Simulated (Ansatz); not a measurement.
**IrS (rocksalt): a single-point run**

The task is a single-point run on IrS (rocksalt). The structure is shown as the input types it.

Method: DFT r2SCAN, scalar-relativistic, plane waves, PAW, in Ansatz 0.2.0.

### 1 Starting point

The structure is cubic, space group Fm-3m (No. 225). Conventional cell: a = 4.921 Å, b = 4.921 Å, c = 4.921 Å, α = 90.00°, β = 90.00°, γ = 90.00°. Ir (site symmetry m-3m) is surrounded by 6 S at 2.46 Å. S (site symmetry m-3m) is surrounded by 6 Ir at 2.46 Å.

Coordinates:

```cif
data_structure
_symmetry_space_group_name_H-M 'Fm-3m'
_symmetry_Int_Tables_number 225
_cell_length_a 4.9210
_cell_length_b 4.9210
_cell_length_c 4.9210
_cell_angle_alpha 90.000
_cell_angle_beta 90.000
_cell_angle_gamma 90.000
_cell_volume 119.17
loop_
_atom_site_label
_atom_site_type_symbol
_atom_site_symmetry_multiplicity
_atom_site_Wyckoff_symbol
_atom_site_fract_x
_atom_site_fract_y
_atom_site_fract_z
_atom_site_occupancy
Ir1 Ir 4 b 0.50000 0.00000 0.00000 1
S1 S 4 a 0.00000 0.00000 0.00000 1
```

### 2 The run

The input, input.yaml:

```yaml
crystal:
  lattice:
    - [0.0, 2.4605182162, 2.4605182162]
    - [2.4605182162, 0.0, 2.4605182162]
    - [2.4605182162, 2.4605182162, 0.0]
  atoms:
    - { symbol: Ir, position: [0.5, 0.5, 0.5] }
    - { symbol: S, position: [0.0, 0.0, 0.0] }
basis:
  ecutwfc: 500
  ecutrho_ratio: 2
kpoints:
  mp_grid: { grid: [12, 12, 12] }
hamiltonian:
  xc: r2scan
scf:
  occupations: { method: gaussian, width: 0.05 }
  max_iter: 80
output:
  forces: true
  stress: true
```

On the command line:

```
$ ansatz run input.yaml --threads 2 --pin off --max-ram 2662MiB --backend cpu --events-out ev --progress --plain --runs-dir out
```

Q: Will this input give a usable result? If not, why, and what should change?

This run ends as converged, with warnings (cutoff below recommended). Its log warns: «basis.ecutrho_ratio = 2 (ecutrho = 1000 eV) is below the records' recommended 2000 eV»

Look at the input: basis.ecutrho_ratio is 2. The risk: density grid too coarse. It still converged here, which does not make the setting sound.

The test: set basis.ecutrho_ratio to 4.
